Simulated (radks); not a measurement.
**Nuclear size and the levels of Nb⁺**

One table from this session's results is given with a row withheld; the runs are named, their logs left out.

Method: Dirac Kohn-Sham, LDA (Slater exchange, Perdew-Wang correlation), spin-unpolarised, spherical densities, finite nucleus; open shells are shared between the two j in proportion to 2j + 1. Code: radks (a radial shooting solver on a logarithmic mesh, Libxc functionals) version 1.

## The system

- element: niobium (Z = 41)
- charge: +1
- electrons: 40
- configuration: [Kr] 4d4
- nuclear rms radius: 4.324 fm

Outer shells as boxes (Hund's rule):

Nb⁺
```
[Kr] core
4d [↑ ][↑ ][↑ ][↑ ][  ]
```

Set-up of the first run:

The run's settings:

```text
Z 41
configuration [Kr] 4d4 5s0 5p0
relativity Dirac
functional lda,pw
spin unpolarised
j_filling average
nucleus finite rms 4.324 fm
c 137.035999084
```

Among the steps run: rms radius 4.324 fm.

One table of the session follows, with a row left open; its other results are not shown here.

It belongs to the step «rms radius 4.324 fm». From the orbitals of this run (lengths in bohr):

| level | <r> | outermost maximum (interpolated) | 90 % within | nodes |
| --- | --- | --- | --- | --- |
| 4s1/2 | 1.159 | 1.03 | 1.69 | 3 |
| 4p1/2 | 1.282 | 1.10 | 1.91 | 2 |
| 4p3/2 | 1.314 | 1.13 | 1.96 | 2 |
| 5s1/2 | 3.345 | 2.90 | 4.90 | 4 |
| 4d3/2 | 2.049 | 1.49 | 3.34 | 1 |
| 4d5/2 | ? | ? | ? | ? |
| 5p1/2 | 4.164 | 3.57 | 6.15 | 3 |
| 5p3/2 | 4.253 | 3.65 | 6.28 | 3 |

Q: Estimate the row for 4d5/2 from the others.

As computed: <r>: 2.072; outermost maximum (interpolated): 1.51; 90 % within: 3.38; nodes: 1. In the column «<r>» it lies between 4d3/2 (2.049) and 5s1/2 (3.345).
